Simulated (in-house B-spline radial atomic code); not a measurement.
# Pb⁷⁺: ionisation energy by several methods

Aim: the ionisation energy of Pb⁷⁺ by several methods, each as the difference of two self-consistent energies (Pb⁷⁺ and the next ion, [Xe] 4f14 5d6).

Method: non-relativistic, several functionals, spin-polarised, exact exchange averaged over the configuration; spherical all-electron atom at the radial basis limit. Code: in-house B-spline radial atomic code version 1.

## (1) Starting point

| Quantity | Value |
| --- | --- |
| element | lead (Z = 82) |
| charge | +7 |
| electrons | 75 |
| configuration | [Xe] 4f14 5d7 |
| nucleus | point |

Outer shells as boxes (Hund's rule):

[Xe] 4f14 5d7
```
[Xe] core
4f [↑↓][↑↓][↑↓][↑↓][↑↓][↑↓][↑↓]
5d [↑↓][↑↓][↑ ][↑ ][↑ ]
```

Where spins are not typed, each open shell is filled with up spins first.

## (2) HSE06, a range-separated hybrid

The run's settings:

```ini
Z = 82
electrons = 75.0
configuration = [Xe] 4f14 5d7
hamiltonian = nr
method = hse06
spin_polarised = True
exact_exchange = averaged over the configuration
```

On the command line:

```bash
$ python run_scf.py task.json out
```

The settings of every run stand in task.json; they run in order.

## (3) r2SCAN0, a global hybrid

Settings: those of step 2 with these lines changed.

```diff
@@ -4,3 +4,3 @@
 hamiltonian = nr
-method = hse06
+method = r2scan0
 spin_polarised = True
```

## (4) M06-2X, a global hybrid

Settings: those of step 3 with these lines changed.

```diff
@@ -4,3 +4,3 @@
 hamiltonian = nr
-method = r2scan0
+method = m062x
 spin_polarised = True
```

## (5) TPSSh, a global hybrid

Settings: those of step 4 with these lines changed.

```diff
@@ -4,3 +4,3 @@
 hamiltonian = nr
-method = m062x
+method = tpssh
 spin_polarised = True
```

## (6) ωB97X, a range-separated hybrid

Settings: those of step 5 with these lines changed.

```diff
@@ -4,3 +4,3 @@
 hamiltonian = nr
-method = tpssh
+method = wb97x
 spin_polarised = True
```

## (7) LC-ωPBE, a range-separated hybrid

Settings: those of step 6 with these lines changed.

```diff
@@ -4,3 +4,3 @@
 hamiltonian = nr
-method = wb97x
+method = lc_wpbe
 spin_polarised = True
```

**Question.** The tabulated ionisation energy is 120 ± 2.1 eV (tabulated theoretical; NIST Atomic Spectra Database). What does each method give, and which comes nearest?

The runs gave:

| method | rung | total energy (hartree) | ΔSCF (eV) | −ε highest (eV) | ΔSCF less tabulated (eV) |
| --- | --- | --- | --- | --- | --- |
| r2SCAN0 | global hybrid | -19515.6765 | 122.40 | 116.03 (5d down) | +2.40 |
| M06-2X | global hybrid | -19517.2418 | 123.23 | 119.40 (5d down) | +3.23 |
| TPSSh | global hybrid | -19514.7296 | 122.43 | 114.49 (5d down) | +2.43 |
| HSE06 | range-separated hybrid | -19514.7788 | 122.42 | 115.54 (5d down) | +2.42 |
| ωB97X | range-separated hybrid | -19516.0269 | 122.28 | 118.47 (5d down) | +2.28 |
| LC-ωPBE | range-separated hybrid | -19514.4321 | 122.46 | 118.82 (5d down) | +2.46 |

What this shows: The tabulated ionisation energy is 120 ± 2.1 eV (tabulated theoretical; NIST Atomic Spectra Database). ωB97X comes nearest (+2.28 eV) and M06-2X is farthest (+3.23 eV, 2.7 %). All methods miss on the same side by much the same amount, which points to something that they share. These runs lack relativity altogether, which can outweigh the gaps between the methods, so the nearest may be so by luck. These runs leave out relativity, which matters at this nuclear charge. Open shells are averaged (over orientations, and over spins where the run is restricted), while tables refer to the lowest levels.
